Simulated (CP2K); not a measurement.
Runs of CP2K 2026.2 on Sr2SO. The structure is tetragonal, space group P4/mmm (No. 123). Conventional cell: a = 4.043 Å, b = 4.043 Å, c = 5.718 Å, α = 90.00°, β = 90.00°, γ = 90.00°. Around Sr (site symmetry 4/mmm) lie 2 O at 2.86 Å and 4 S at 2.86 Å. Sr (site symmetry 4/mmm) has 2 S at 2.86 Å and 4 O at 2.86 Å as nearest neighbours. S (site symmetry 4/mmm) has 6 Sr at 2.86 Å as nearest neighbours. O (site symmetry 4/mmm) has 6 Sr at 2.86 Å as nearest neighbours. The cell comes from a database or a generator and needn't be the stable form of this composition.

```tsv
level	potentials or basis	NGRIDS	points a segment of the path (NPOINTS)	bands added on the path	CUTOFF of the grids	gap on the mesh (eV)	pressure (GPa)
revPBE	POTENTIAL_UZH Sr GTH-PBE-q10, S GTH-PBE-q6, O GTH-PBE-q6; TZVP-MOLOPT-PBE-GTH basis	4	6	4	600 Ry	2.53	(a)
PBEsol	POTENTIAL_UZH Sr GTH-PBE-q10, S GTH-PBE-q6, O GTH-PBE-q6; TZVP-MOLOPT-PBE-GTH basis	5	6	4	600 Ry	2.46	-1.7
RPBE	POTENTIAL_UZH Sr GTH-PBE-q10, S GTH-PBE-q6, O GTH-PBE-q6; TZVP-MOLOPT-PBE-GTH basis	5	10	4	600 Ry	2.53	(b)
r2SCAN	POTENTIAL_UZH Sr GTH-SCAN-q10, S GTH-SCAN-q6, O GTH-SCAN-q6; TZVP-MOLOPT-SCAN-GTH basis	4	8	2	1300 Ry	2.83	-0.5
PBE	POTENTIAL_UZH Sr GTH-PBE-q10, S GTH-PBE-q6, O GTH-PBE-q6; TZVP-MOLOPT-PBE-GTH basis	4	10	4	600 Ry	2.50	(c)
```

Alike in all rows: task band structure; no spin polarisation; cell as given; k mesh 5 × 5 × 4; smearing fermi-dirac 0.05 eV.

Task: Fill in the values left out.

Result: (a) 2.0; (b) 2.5; (c) 0.5.

Caveats: the basis of atomic orbitals isn't converged, which shifts pressures, moduli and gaps; the potentials were made for another functional, which shifts forces and pressure (some runs).

A k mesh can miss the band edges, and the runs leave out spin-orbit coupling on Sr.

Not every run made on this cell is shown here.
